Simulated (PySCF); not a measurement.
# Pr2O3: other functionals and bases at one geometry

The task here is to estimate one member of a computed series from the others.

Program: PySCF 2.14.0. Level of theory: several levels, as the steps say, no spin–orbit coupling. These are calculated values, not measurements.

7 further runs of the same task are left out: 2 for a known fault of the program, 5 that didn't finish.

### The starting structure

5 atoms, charge 0, spin multiplicity 1.

Bond lengths: Pr1–Pr2 2.963 Å, Pr1–O3 2.165 Å, Pr1–O4 2.165 Å, Pr1–O5 2.165 Å, Pr2–O3 2.165 Å, Pr2–O4 2.165 Å, Pr2–O5 2.165 Å. Angles: Pr2–Pr1–O3 46.8°, Pr2–Pr1–O4 46.8°, Pr2–Pr1–O5 46.8°, O3–Pr1–O4 78.3°, O3–Pr1–O5 78.3°, O4–Pr1–O5 78.3°, Pr1–Pr2–O3 46.8°, Pr1–Pr2–O4 46.8°, Pr1–Pr2–O5 46.8°, O3–Pr2–O4 78.3°, O3–Pr2–O5 78.3°, O4–Pr2–O5 78.3°, Pr1–O3–Pr2 86.4°, Pr1–O4–Pr2 86.4°, Pr1–O5–Pr2 86.4°.

As a file:

```xyz
5

Pr    0.00000    0.00000    1.48163
Pr    0.00000    0.00000   -1.48163
O     1.57863    0.00001    0.00000
O    -0.78932    1.36713    0.00000
O    -0.78931   -1.36714    0.00000
```

Formal oxidation states: Pr +3. Each metal's 2 4f electrons lie in its core potential, so multiplicities, spins and levels count the valence alone. An earlier session relaxed this geometry at r2SCAN, Pr lcecp-1-SVP with ECP48, O def2-SVP (singlet, point group D3h).

At r2SCAN on the finer grid: E = -291.409867 Eh, HOMO -4.14 eV, LUMO -1.14 eV, Mulliken charge on Pr1 +0.96 e, largest force component 0.019 eV/Å. 

Levels to run: PBE0; TPSSh; CAM-B3LYP; B3LYP; r2SCAN, TZVP. Hardware: 2 threads of Arm Neoverse V2, shared host.

The first run:

Input file run.py (the lines that set the calculation):

```python
mol = gto.M(atom='''
Pr     0.00000     0.00000     1.48163
Pr     0.00000     0.00000    -1.48163
O      1.57863     0.00001     0.00000
O     -0.78932     1.36713     0.00000
O     -0.78931    -1.36714     0.00000''',
    basis={'Pr': 'lcecp-1-SVP', 'O': 'def2-SVP'},
    ecp={'Pr': 'lcecp-1-SVP'},
    charge=0, spin=0)
mf = dft.RKS(mol, xc='PBE0')
mf.grids.atom_grid = (75, 302)  # f atoms: unpruned, at least (60, 302)
mf = mf.density_fit()  # fitting sets: Pr AutoAux, O def2-universal-JKFIT
mf.conv_tol = 1e-08; mf.max_cycle = 55
mf.kernel(dm0)  # dm0: the density of the relaxed state
```

The run is started by

```sh
$ OMP_NUM_THREADS=2 python run.py
```

Among the steps run: PBE0; TPSSh; CAM-B3LYP; B3LYP; r2SCAN, TZVP.

One table of the session follows, with a row left open; its other results are not shown here.

| level | HOMO (eV) | gap (eV) | charge on Pr1 (e) | largest force component (eV/Å) |
| --- | --- | --- | --- | --- |
| r2SCAN (relaxed here) | -4.14 | 3.00 | 0.96 | 0.02 |
| PBE0 | ? | ? | ? | ? |
| TPSSh | -4.45 | 3.23 | 0.95 | 0.04 |
| CAM-B3LYP | -6.52 | 5.93 | 0.98 | 0.24 |
| B3LYP | -5.03 | 3.66 | 0.94 | 0.26 |
| r2SCAN, TZVP | -4.20 | 3.08 | 1.24 | 0.29 |

Estimate the missing values for PBE0.

**Answer.** HOMO (eV): -5.26; gap (eV): 4.19; charge on Pr1 (e): 0.98; largest force component (eV/Å): 0.50. In the column «HOMO (eV)» it lies between CAM-B3LYP (-6.52) and B3LYP (-5.03).

In one basis the HOMO–LUMO gap runs from 3.00 eV (r2SCAN) to 5.93 eV (CAM-B3LYP). The largest leftover force, 0.50 eV/Å with PBE0, stands at a geometry relaxed at another level. With 4f in the core, its levels are missing from HOMO and gap, and its count is fixed, so no charge can pass from the ligands into it. Total energies of different levels can't be compared.
